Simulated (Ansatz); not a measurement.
# C2H3BO2: the cost of one run

All numbers below are computed with Ansatz 0.2.0 (RKS PBE0-D4/def2-SVP).

### Step 1. Starting point

Bond lengths: O1–C2 1.276 Å, C2–B3 1.666 Å, C2–C4 1.442 Å, B3–C4 1.445 Å, C4–O5 1.469 Å, B3–H6 1.206 Å, C4–H7 1.086 Å, O5–H8 0.957 Å. Angles: O1–C2–B3 152.1°, O1–C2–C4 152.9°, B3–C2–C4 54.8°, C2–B3–C4 54.7°, C2–B3–H6 150.6°, C4–B3–H6 154.4°, C2–C4–B3 70.5°, C2–C4–O5 109.8°, C2–C4–H7 120.2°, B3–C4–O5 110.1°, B3–C4–H7 122.9°, O5–C4–H7 115.5°, C4–O5–H8 104.8°.

Coordinates:

```xyz
8

O     0.9637   -1.7708    1.1477
C     0.5843   -0.6834    0.5989
B     0.5195    0.9795    0.5167
C    -0.0050    0.0729   -0.4782
O    -1.4694    0.0144   -0.3847
H     0.8155    2.0653    0.9501
H     0.4021    0.0008   -1.4827
H    -1.7185   -0.7358   -0.9236
```

### Step 2. Relaxing end A

File input.yaml:

```yaml
crystal:
  periodic: [false, false, false]
  atoms:
    - { symbol: O, position_ang: [0.9637, -1.7708, 1.1477] }
    - { symbol: C, position_ang: [0.5843, -0.6834, 0.5989] }
    - { symbol: B, position_ang: [0.5195, 0.9795, 0.5167] }
    - { symbol: C, position_ang: [-0.005, 0.0729, -0.4782] }
    - { symbol: O, position_ang: [-1.4694, 0.0144, -0.3847] }
    - { symbol: H, position_ang: [0.8155, 2.0653, 0.9501] }
    - { symbol: H, position_ang: [0.4021, 0.0008, -1.4827] }
    - { symbol: H, position_ang: [-1.7185, -0.7358, -0.9236] }
basis:
  gaussian: { orbitals: def2-SVP }
hamiltonian:
  xc: pbe0
  dispersion: d4
relax:
  f_tol: 0.015
  max_steps: 40
```

Command:

```bash
$ ansatz run input.yaml --threads 1 --pin off --max-ram 2048MiB --backend cpu --events-out ev --progress --plain --runs-dir out
```

What time and memory should one allow on 1 thread of Arm Neoverse V1, shared host?

About 64 s, with a peak of 0.16 GiB.
